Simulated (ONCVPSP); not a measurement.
# An ONCV potential for silicon, from input to tests

Task: generate the file, and judge it by its errors in other configurations, its logarithmic derivatives, its ghosts and its cutoff.

The numbers are computed with ONCVPSP 4.0.1 (PBEsol, scalar-relativistic, spin-unpolarised reference atom).

**1. Settings**

Typed settings, in words:

```json
{"element": "silicon (Si, Z = 14)", "type": "optimised norm-conserving Vanderbilt (ONCV)", "frozen core": "[Ne]", "valence charge": "4", "reference configuration": "3s2 3p2", "partial waves": "3s: rc 1.50 bohr, ncon 3, nbas 6, qcut 5.5 1/bohr, 2 projectors, debl 0.8 Ha; 3p: rc 1.60 bohr, ncon 4, nbas 8, qcut 4.2 1/bohr, 2 projectors, debl 2.3 Ha", "local potential": "polynomial inside 1.40 bohr (lpopt 5, dvloc0 1 Ha)", "core correction": "polynomial model core, fcfact 0.5"}
```

The nodes and maxima of the atom's own shells, from an earlier all-electron run, set the scale for the radii.

All-electron outer shells of the reference configuration (PBEsol, scalar-relativistic, ld1.x):

```tsv
shell	level (eV)	outermost node (bohr)	outermost maximum (bohr)
2s	-139.13	0.15	0.45
2p	-95.42	–	0.39
3s	-10.77	0.72	1.80
3p	-4.06	0.72	2.17
```

**2. The generation run**

Si.dat reads:

```
# ATOM AND REFERENCE CONFIGURATION
# atsym  z   nc   nv     iexc    psfile
  Si 14.00    3    2  -116133      upf
#
#   n    l    f
    1    0    2.00
    2    0    2.00
    2    1    6.00
    3    0    2.00
    3    1    2.00
#
# PSEUDOPOTENTIAL AND OPTIMIZATION
# lmax
    1
#
#   l,   rc,      ep,       ncon, nbas, qcut
    0    1.50    0.00    3    6    5.50
    1    1.60    0.00    4    8    4.20
#
# LOCAL POTENTIAL
# lloc, lpopt,  rc(5),   dvloc0
    4    5    1.40    1.00
#
# VANDERBILT-KLEINMAN-BYLANDER PROJECTORs
# l, nproj, debl
    0    2    0.80
    1    2    2.30
#
# MODEL CORE CHARGE
# icmod, fcfact, rcfact
    1    0.50    0.00
#
# LOG DERIVATIVE ANALYSIS
# epsh1, epsh2, depsh
   -2.00    5.00    0.02
#
# OUTPUT GRID
# rlmax, drl
    6.00    0.01
#
# TEST CONFIGURATIONS
# ncnf
    4
# nvcnf
#   n    l    f
    2
    3    0    2.00
    3    1    1.00
#
    2
    3    0    2.00
    3    1    0.00
#
    2
    3    0    1.00
    3    1    0.00
#
    2
    3    0    0.00
    3    1    4.00
#
```

The run is started by

```
$ oncvpsp.x < Si.dat > Si.out
```

Q: Predict the outcome of this session. Wanted: cutoffs for 1 and 0.1 mHa per electron, occupied waves; bound ghosts; GHOST(+) flags; largest test error; largest phase difference near zero energy, channels read; rms error of d²Exc/dn², without and with the model core.

As calculated:

| quantity | value |
| --- | --- |
| cutoffs for 1 and 0.1 mHa per electron, occupied waves | 8.2 Ha and 11 Ha |
| bound ghosts | s at -94.92 eV |
| GHOST(+) flags | none at low energy |
| largest test error (AE − PS) | +32 meV, for 3s1 3p0 |
| largest phase difference near zero energy, channels read | 0.001 rad |
| rms error of d²Exc/dn², without and with the model core | 1.87 and 0.33 mHa |

In words: A bound ghost (s) makes it unfit for use: electrons can fall into a state that the atom doesn't have. The worst unpolarised test, 3s1 3p0, is off by 32 meV on 57.6 eV; by total energies transferability rates as fair. That test lies far up in energy; among those under 40 eV, nearer to bonding, the largest error is 7.5 meV. The potential is soft on the atom at that tolerance: the looser tolerance needs 8.2 Ha. At the looser tolerance the 3s wave is the slowest; 3p needs 3 Ha. Near zero energy the phases of the channels with partial waves agree within 0.001 rad. These are tests on the free atom; a crystal test is still owed.
